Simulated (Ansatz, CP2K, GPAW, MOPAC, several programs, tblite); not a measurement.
# What cheap methods get right for WS2

How much accuracy does each second buy? WS2 is computed with 7 methods, from the cheapest up to r2SCAN.

Computed with tblite, CP2K, Ansatz (versions at each run) (no spin polarisation, static lattice; gaps from single points on the cell relaxed beforehand with r²SCAN+rVV10, unless a step's input says otherwise).

**1. The structure to begin with**

Symmetry: P6_3/mmc, No. 194, hexagonal system. The conventional cell has a = 3.170 Å, b = 3.170 Å, c = 12.491 Å, α = 90.00°, β = 90.00°, γ = 120.00°. W (site symmetry -6m2) is surrounded by 6 S at 2.41 Å. S (site symmetry 3m) has 3 W at 2.41 Å as nearest neighbours.

Structure file:

```cif
data_structure
_symmetry_space_group_name_H-M 'P 1'
_symmetry_Int_Tables_number 1
_cell_length_a 3.1699
_cell_length_b 3.1699
_cell_length_c 12.4911
_cell_angle_alpha 90.000
_cell_angle_beta 90.000
_cell_angle_gamma 120.000
_cell_volume 108.70
loop_
_atom_site_label
_atom_site_type_symbol
_atom_site_fract_x
_atom_site_fract_y
_atom_site_fract_z
_atom_site_occupancy
W1 W 0.33333 0.66667 0.25000 1
W2 W 0.66667 0.33333 0.75000 1
S1 S 0.66667 0.33333 0.37511 1
S2 S 0.66667 0.33333 0.12489 1
S3 S 0.33333 0.66667 0.87511 1
S4 S 0.33333 0.66667 0.62489 1
```

The structure type (2H (MoS2) bulk) is imposed and need not be the compound's stable one.

**Question.** The methods are GFN1-xTB (tblite), GFN2-xTB (tblite), PBE/DZVP, PBE/SZV, coarse PBE, PBE, r2SCAN. What gap does r2SCAN give on this cell, and which other methods (full PBE left aside) come nearest to r2SCAN and farthest in gap?

| quantity | value |
| --- | --- |
| r2SCAN | gap 1.15 eV |
| gap: nearest and farthest of the other methods | PBE/DZVP (-0.07 eV), GFN1-xTB (tblite) (+1.18 eV) |

What this shows: Among the 5 methods compared for the gap (full PBE left aside), PBE/DZVP is nearest to r2SCAN and GFN1-xTB (tblite) farthest. A minimal basis or a coarse cutoff and mesh shifts results by its own error, so closeness to r2SCAN can be chance. Cluster runs see only the k-points that fold onto the zone centre, so their gaps can miss the band edges. No r2SCAN modulus is at hand, so moduli aren't ranked. CPU times run from 1.9 s (coarse PBE) to 28 s (PBE/DZVP). On this cell PBE/DZVP cost more than r2SCAN itself (17 s), so it is no saving here. r2SCAN is a yardstick, not the truth: it usually gives gaps below the measured ones. Spin-orbit coupling is left out throughout.
